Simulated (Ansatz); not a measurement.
# H8O2Si2: the cost of one run

Method: RKS revPBE/def2-SVP, in Ansatz 0.2.0.

## 1. The structure to begin with

Bond lengths: Si1–H3 1.460 Å, Si1–Si4 2.218 Å, Si4–H5 1.460 Å, Si4–H6 1.460 Å, Si4–H7 1.460 Å, Si1–O8 1.679 Å, O8–H9 1.010 Å, Si1–O10 1.980 Å, O10–H11 1.010 Å. Angles: H3–Si1–Si4 109.5°, H3–Si1–O8 109.5°, H3–Si1–O10 67.2°, Si4–Si1–O8 109.5°, Si4–Si1–O10 176.6°, O8–Si1–O10 72.8°, Si1–Si4–H5 109.5°, Si1–Si4–H6 109.5°, Si1–Si4–H7 109.5°, H5–Si4–H6 109.4°, H5–Si4–H7 109.4°, H6–Si4–H7 109.4°, Si1–O8–H9 109.5°, Si1–O10–H11 109.5°.

Coordinates:

```xyz
12

Si    0.0000    0.0000    0.0000
H     0.0000    0.0000    1.8100
H     1.3768    0.0000   -0.4862
Si   -1.0456    1.8115   -0.7393
H    -2.4302    1.4780   -1.0607
H    -1.0215    2.8436    0.2931
H    -0.3743    2.3069   -1.9374
O    -0.7913   -1.3709   -0.5594
H    -1.2459   -1.8365    0.2129
O     1.0334   -1.5693    0.6243
H     0.4671   -2.4013    0.5398
H     0.5283   -0.8022    1.7351
```

## 2. A restrained relaxation towards end A

Springs on the bonds that form and break draw the guess towards this end; the thresholds are loose.

Contents of input.yaml:

```yaml
crystal:
  periodic: [false, false, false]
  atoms:
    - { symbol: Si, position_ang: [0.0, 0.0, 0.0] }
    - { symbol: H, position_ang: [0.0, 0.0, 1.81] }
    - { symbol: H, position_ang: [1.3768, 0.0, -0.4862] }
    - { symbol: Si, position_ang: [-1.0456, 1.8115, -0.7393] }
    - { symbol: H, position_ang: [-2.4302, 1.478, -1.0607] }
    - { symbol: H, position_ang: [-1.0215, 2.8436, 0.2931] }
    - { symbol: H, position_ang: [-0.3743, 2.3069, -1.9374] }
    - { symbol: O, position_ang: [-0.7913, -1.3709, -0.5594] }
    - { symbol: H, position_ang: [-1.2459, -1.8365, 0.2129] }
    - { symbol: O, position_ang: [1.0334, -1.5693, 0.6243] }
    - { symbol: H, position_ang: [0.4671, -2.4013, 0.5398] }
    - { symbol: H, position_ang: [0.5283, -0.8022, 1.7351] }
basis:
  gaussian: { orbitals: def2-SVP }
hamiltonian:
  xc: revpbe
relax:
  f_tol: 0.15
  max_steps: 25
  restrain:
    - { distance: [0, 9], at: 2.88, k: 30.0 }
    - { distance: [11, 1], at: 1.86, k: 30.0 }
    - { distance: [0, 1], at: 1.46, k: 30.0 }
    - { distance: [11, 9], at: 1.01, k: 30.0 }
```

Started as:

```sh
ansatz run input.yaml --threads 2 --pin off --max-ram 3072MiB --backend cpu --events-out ev --progress --plain --runs-dir out
```

What time and memory should one allow on 2 threads of Intel Xeon Platinum 8488C (Sapphire Rapids), shared host?

About 20 s, with a peak of 0.16 GiB.
